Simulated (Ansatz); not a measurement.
**C2H5AlBN: small, medium and large basis sets**

How large a basis does C2H5AlBN need? Two functionals are run in growing sets.

The runs use Ansatz 0.2.0, Gaussian basis; one geometry, several basis sets.

The runs, in order: PBE0-D4/def2-SVP; ωB97M-V/def2-SVP; PBE0-D4/def2-QZVPP; ωB97M-V/def2-QZVPP; the functionals' def2-TZVPP values are taken from earlier runs.

## Step 1: The geometry

The geometry comes from an earlier relaxation with PBE0-D4 in a triple-zeta def2 set; it is a stationary point, not always the lowest conformer.

10 atoms, charge 0, spin multiplicity 1.

Atoms are counted from 1 here; the program's logs count them from 0.

Bond lengths: B1–C2 1.492 Å, B1–H6 1.207 Å, B1–H7 1.201 Å, C2–C3 1.391 Å, C2–Al5 1.916 Å, C3–N4 1.360 Å, C3–H8 1.094 Å, N4–Al5 1.853 Å, N4–H9 1.004 Å, Al5–H10 1.581 Å. Angles: C2–B1–H6 119.4°, C2–B1–H7 122.5°, H6–B1–H7 118.1°, B1–C2–C3 124.0°, B1–C2–Al5 153.2°, C3–C2–Al5 82.9°, C2–C3–N4 115.0°, C2–C3–H8 124.7°, N4–C3–H8 120.3°, C3–N4–Al5 86.1°, C3–N4–H9 120.5°, Al5–N4–H9 153.4°, C2–Al5–N4 76.0°, C2–Al5–H10 154.4°, N4–Al5–H10 129.6°.

Geometry (Å):

```csv
atom,x (Å),y (Å),z (Å)
B1,-1.25295,0.57671,-1.41873
C2,-0.14384,0.24276,-0.47883
C3,-0.31496,-0.47134,0.70229
N4,0.82092,-0.67350,1.42281
Al5,1.68853,0.26492,0.08055
H6,-2.37573,0.21699,-1.16174
H7,-1.07616,1.19538,-2.43257
H8,-1.27304,-0.85920,1.06167
H9,0.79198,-1.17936,2.28974
H10,3.21835,0.63555,-0.06219
```

## Step 2: PBE0-D4 in def2-SVP

in.yaml

```yaml
crystal:
  periodic: [false, false, false]
  atoms:
    - {symbol: B, position_ang: [-1.252953, 0.576705, -1.418728]}
    - {symbol: C, position_ang: [-0.143840, 0.242758, -0.478825]}
    - {symbol: C, position_ang: [-0.314965, -0.471342, 0.702286]}
    - {symbol: N, position_ang: [0.820923, -0.673500, 1.422806]}
    - {symbol: Al, position_ang: [1.688532, 0.264922, 0.080548]}
    - {symbol: H, position_ang: [-2.375732, 0.216992, -1.161741]}
    - {symbol: H, position_ang: [-1.076156, 1.195375, -2.432568]}
    - {symbol: H, position_ang: [-1.273045, -0.859195, 1.061672]}
    - {symbol: H, position_ang: [0.791983, -1.179364, 2.289737]}
    - {symbol: H, position_ang: [3.218352, 0.635547, -0.062188]}
basis:
  gaussian: {orbitals: def2-SVP}
hamiltonian: {xc: pbe0, dispersion: d4}
output: {orbitals: {seedname: orbitals}}
```

After this run come: ωB97M-V in def2-SVP; PBE0-D4 in def2-QZVPP; ωB97M-V in def2-QZVPP.

Before running them: what should the planned runs give, taken together? Wanted: PBE0-D4: double and triple zeta above quadruple; ωB97M-V: double and triple zeta above quadruple.

The runs gave:

| quantity | value |
| --- | --- |
| PBE0-D4: double and triple zeta above quadruple | 7.55, 0.45 eV |
| ωB97M-V: double and triple zeta above quadruple | 7.74, 0.43 eV |

PBE0-D4 gains 7.10 eV from double to triple zeta, then 0.45 eV more. Total energies overstate the basis error of differences, where much of it tends to cancel.
